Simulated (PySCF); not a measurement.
**InClOF (SMILES [O][In]([F])[Cl]), step by step**

Wanted: a geometry optimisation (URPBE/LANL08), then a single-point energy (UPBE38/cc-pVTZ-PP), then the vertical excitations (TDA-B3LYP/CRENBL) of InClOF. 

The calculation is run with PySCF 2.14.0.

1 further run of the same task is left out (for a faulty analytic Hessian).

### Step 1. Starting point

InClOF: 4 atoms, total charge 0, spin state doublet. SMILES: `[O][In]([F])[Cl]`. The shape comes from a force field and isn't a relaxed structure. The run starts from this shape.

Bond lengths: O1–In2 2.300 Å, In2–F3 1.851 Å, In2–Cl4 2.215 Å. Angles: O1–In2–F3 99.6°, O1–In2–Cl4 126.3°, F3–In2–Cl4 129.4°.

### Step 2. A geometry optimisation at URPBE/LANL08 (Coulomb fitting set, core potential) (run 1)

input.py

```python
# [O][In]([F])[Cl]
from pyscf import gto, dft
from pyscf.geomopt.geometric_solver import kernel as optimise

mol = gto.Mole()
mol.atom = [
    ('O', (1.559300, -0.070700, 1.469600)),
    ('In', (-0.230300, -0.002200, 0.026800)),
    ('F', (-0.274800, -1.778200, -0.493600)),
    ('Cl', (-0.998700, 1.790800, -1.023100)),
]
mol.spin = 1
mol.verbose = 3
mol.basis = {'default': 'lanl08', 'O': '6-311g**', 'F': '6-311g**'}
mol.ecp = {'In': 'lanl08', 'Cl': 'lanl08'}
mol.max_memory = 1860
mol.build()

myscf = dft.UKS(mol, xc='rpbe')
myscf = myscf.density_fit(auxbasis='def2-universal-jfit')
converged, mol_eq = optimise(myscf, maxsteps=100)
print('converged:', converged)
print(mol_eq.tostring())

myscf.reset(mol_eq)
mol = mol_eq
myscf.kernel()
if not myscf.converged:
    myscf = myscf.newton().run(myscf.mo_coeff, myscf.mo_occ)
etot = myscf.e_tot
print('Final energy', etot)
```

Started as:

```console
$ OMP_NUM_THREADS=1 python input.py
```

The log of the run:

```text
maxiter                   100
[... 40 lines left out ...]
WARN: HOMO -0.369079463649324 >= LUMO -0.369079463649325
[... 41 lines left out ...]
converged SCF energy = -191.966289379274  <S^2> = 0.75478223  2S+1 = 2.0047765
[... 94 lines left out ...]
converged SCF energy = -191.968130960201  <S^2> = 0.75502584  2S+1 = 2.0050195
[... 86 lines left out ...]
Converged! =D
[... 1 line left out ...]
converged: True
O           1.41968864        0.08997536        1.45584947
In          0.04767724       -0.10251604        0.05365296
F          -0.45325768       -1.80966441       -0.51275712
Cl         -0.97954065        1.78929686       -0.91115186

WARN: HOMO -0.394413676758108 >= LUMO -0.394413676758111

converged SCF energy = -191.968134760973  <S^2> = 0.7550253  2S+1 = 2.005019
Final energy -191.968134760973
```

Run time: 75 s. Hardware: 1 thread of Arm Neoverse V2, shared host; peak memory 0.61 GiB.

Step by step:

| step | energy from the first frame kept (eV) | largest force (eV/Å) |
| --- | --- | --- |
| 0 | 0.0000 | 4.2672 |
| 1 | -0.2958 | 3.4533 |
| 2 | -0.7322 | 0.9461 |
| 3 | -0.7693 | 0.4637 |
| 4 | -0.7799 | 0.1898 |
| 5 | -0.7819 | 0.0449 |
| 6 | -0.7823 | 0.0286 |
| 7 | -0.7824 | 0.0331 |
| 8 | -0.7824 | 0.0346 |
| 9 | -0.7824 | 0.0283 |
| 10 | -0.7824 | 0.0209 |
| 11 | -0.7825 | 0.0134 |

After the run. Bond lengths: O1–In2 1.971 Å, In2–F3 1.867 Å, In2–Cl4 2.359 Å. Angles: O1–In2–F3 119.5°, O1–In2–Cl4 121.0°, F3–In2–Cl4 119.5°.

### Step 3. A single-point energy at UPBE38/cc-pVTZ-PP (core potential) (run 3)

run.py

```python
from pyscf import gto, dft

molecule = gto.Mole()
molecule.atom = [
    ('O', (1.419689, 0.089975, 1.455849)),
    ('In', (0.047677, -0.102516, 0.053653)),
    ('F', (-0.453258, -1.809664, -0.512757)),
    ('Cl', (-0.979541, 1.789297, -0.911152)),
]
molecule.spin = 1
molecule.basis = {'default': 'cc-pvtz-pp', 'O': 'cc-pvtz', 'F': 'cc-pvtz', 'Cl': 'cc-pvtz'}
molecule.ecp = {'In': 'cc-pvtz-pp'}
molecule.verbose = 4
molecule.max_memory = 1860
molecule.build()

mf = dft.UKS(molecule, xc='pbe38')
mf.max_cycle = 100
mf = mf.newton()
mf.kernel()

etot = mf.e_tot
print('E = %.10f Eh' % etot)
```

Started as:

```console
$ OMP_NUM_THREADS=1 python run.py
```

The log of the run:

```text
PySCF version 2.14.0

[... 69 lines left out ...]
WARN: HOMO 0.0278204901094663 >= LUMO 0.0278204901094677
[... 11 lines left out ...]
converged SCF energy = -825.18410235436  <S^2> = 0.75610064  2S+1 = 2.0060914
E = -825.1841023544 Eh
```

Run time: 2.6 min. Hardware: 1 thread of Arm Neoverse V2, shared host; peak memory 0.84 GiB.

### Step 4. The excited states at TDA-B3LYP/CRENBL (density fitting with def2-universal-jkfit, core potential) (run 4)

job.py

```python
from pyscf import gto, dft, tdscf

mol = gto.Mole()
mol.atom = [
    ('O', (1.419689, 0.089975, 1.455849)),
    ('In', (0.047677, -0.102516, 0.053653)),
    ('F', (-0.453258, -1.809664, -0.512757)),
    ('Cl', (-0.979541, 1.789297, -0.911152)),
]
mol.ecp = {'O': 'crenbl', 'In': 'crenbl', 'F': 'crenbl', 'Cl': 'crenbl'}
mol.charge = 0
mol.max_memory = 1860
mol.spin = 1
mol.basis = 'crenbl'
mol.verbose = 3
mol.build()

ks = dft.UKS(mol)
ks.xc = 'b3lyp'
ks = ks.density_fit(auxbasis='def2-universal-jkfit')
ks.max_cycle = 100
ks = ks.newton()
ks.kernel()

energy = ks.e_tot
print('Final energy', energy)

td = tdscf.TDA(ks)
td.nstates = 6
td.kernel()
td.analyze()
roots = td.e * 27.211386
osc = td.oscillator_strength()
print('state   eV      nm      f')
for i, (w, f) in enumerate(zip(roots, osc), 1):
    print('%3d %9.4f %8.1f %9.5f' % (i, w, 1239.842 / w, f))
```

Started as:

```console
$ OMP_NUM_THREADS=1 python job.py
```

The log of the run:

```text
WARN: HOMO -0.590654147994055 >= LUMO -0.590654147994054

converged SCF energy = -113.486465953297  <S^2> = 0.75536508  2S+1 = 2.0053579
Final energy -113.48646595329747
Excitation energies (eV)
[0.53173424 1.59325568 3.32255986 3.38818517 4.27130651 4.42819833]

** Excitation energies and oscillator strengths **
state   eV      nm      f
  1    0.5317   2331.7   0.00000
  2    1.5933    778.2   0.00039
  3    3.3226    373.2   0.00197
  4    3.3882    365.9   0.00022
  5    4.2713    290.3   0.00298
  6    4.4282    280.0   0.00073
```

Wall time 3 min (1 thread of Arm Neoverse V2, shared host); peak memory 0.46 GiB.

The roots found:

| excited state | energy (eV) | strength |
| --- | --- | --- |
| 1 | 0.532 | 0.0000 |
| 2 | 1.593 | 0.0004 |
| 3 | 3.323 | 0.0020 |
| 4 | 3.388 | 0.0002 |
| 5 | 4.271 | 0.0030 |
| 6 | 4.428 | 0.0007 |

### Step 5. What came out

| quantity | value |
| --- | --- |
| run 1, URPBE/LANL08: total energy at the end | -191.96813 Eh |
| run 1, URPBE/LANL08: dipole moment | 0.62 D |
| run 1, URPBE/LANL08: HOMO energy (highest over α and β) | -7.49 eV |
| run 1, URPBE/LANL08: LUMO energy (lowest over α and β) | -6.48 eV |
| run 1, URPBE/LANL08: ⟨S²⟩ | 0.755 |
| run 3, UPBE38/cc-pVTZ-PP: total energy | -825.18410 Eh |
| run 3, UPBE38/cc-pVTZ-PP: dipole moment | 0.32 D |
| run 3, UPBE38/cc-pVTZ-PP: HOMO energy (highest over α and β) | -10.14 eV |
| run 3, UPBE38/cc-pVTZ-PP: LUMO energy (lowest over α and β) | -3.67 eV |
| run 3, UPBE38/cc-pVTZ-PP: ⟨S²⟩ | 0.756 |
| run 4, TDA-B3LYP/CRENBL: ground-state or mean-field energy | -113.48647 Eh |
| run 4, TDA-B3LYP/CRENBL: dipole moment (B3LYP Kohn–Sham density) | 0.35 D |
| run 4, TDA-B3LYP/CRENBL: HOMO energy (B3LYP Kohn–Sham orbitals) (highest over α and β) | -9.02 eV |
| run 4, TDA-B3LYP/CRENBL: LUMO energy (B3LYP Kohn–Sham orbitals) (lowest over α and β) | -5.09 eV |
| run 4, TDA-B3LYP/CRENBL: ⟨S²⟩ of the reference determinant | 0.755 |
| run 4, TDA-B3LYP/CRENBL: lowest excitation energy | 0.53 eV |

What this shows: The optimisation (run 1, URPBE/LANL08) took 11 steps and changed the energy by -0.782 eV. Mulliken charges (run 3, UPBE38/cc-pVTZ-PP) run from -0.41 on F3 to +1.01 on In2; they depend strongly on the basis. Mulliken charges (run 4, TDA-B3LYP/CRENBL) of the mean-field density run from -0.53 on F3 to +1.18 on In2.
